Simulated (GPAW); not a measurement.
Runs of GPAW 26.7.0 on BiTe. Symmetry: Fm-3m, No. 225, cubic system. The conventional cell has a = 6.470 Å, b = 6.470 Å, c = 6.470 Å, α = 90.00°, β = 90.00°, γ = 90.00°. Bi (site symmetry m-3m) is surrounded by 6 Te at 3.23 Å. Te (site symmetry m-3m) is surrounded by 6 Bi at 3.23 Å. 

```tsv
task	level	potentials or basis	cell	k mesh	cutoff (eV)	maxiter	band path	band points	convergence	gap on the mesh (eV)	pressure (GPa)	V0 of scaled cells (Å³/atom)	B0 (GPa)
equation of state	PBEsol	PAW data sets generated in the run's folder for this functional, pw	as given	7 × 7 × 7	600	150	-	-	-	-	-	32.68	53
single point	PBEsol	PAW data sets generated in the run's folder for this functional, pw	atoms moved at random, drawn with an rms of 0.05 Å	7 × 7 × 7	600	150	-	-	-	none	-1.6	-	-
band structure	PBEsol	PAW data sets generated in the run's folder for this functional, pw	as given	7 × 7 × 7	600	150	GXWKGLUWLK,UX	80	-	-	-1.8	-	-
band structure	LDA	the program's PAW data sets (release 1.2.1) made for this functional, pw	as given	7 × 7 × 7	600	150	GXWKGLUWLK,UX	80	-	-	(b)	-	-
single point	PBE	GPAW PAW data sets (gpaw-data 1.2.1), pw	as given	6 × 6 × 6	450	120	-	-	default	none	(a)	-	-
equation of state	LDA	the program's PAW data sets (release 1.2.1) made for this functional, pw	as given	7 × 7 × 7	600	150	-	-	-	-	-	31.95	56
single point	PBEsol	PAW data sets generated in the run's folder for this functional, pw	as given	7 × 7 × 7	600	150	-	-	-	none	-1.8	-	-
```

Alike in all rows: no spin polarisation; smearing fermi-dirac 0.05 eV.

Q: Fill in the values left out.

A: (a) 0.5; (b) -2.9.

Caveats: spin-orbit coupling is left out, which moves the levels of the heavy elements; the cutoff is short for stress and forces, so pressures can be off by a GPa or more (some runs).

A k mesh can miss the band edges, and the runs leave out spin-orbit coupling on Bi, Te.

A gap of «none» marks a metal or a gap under the smearing width.
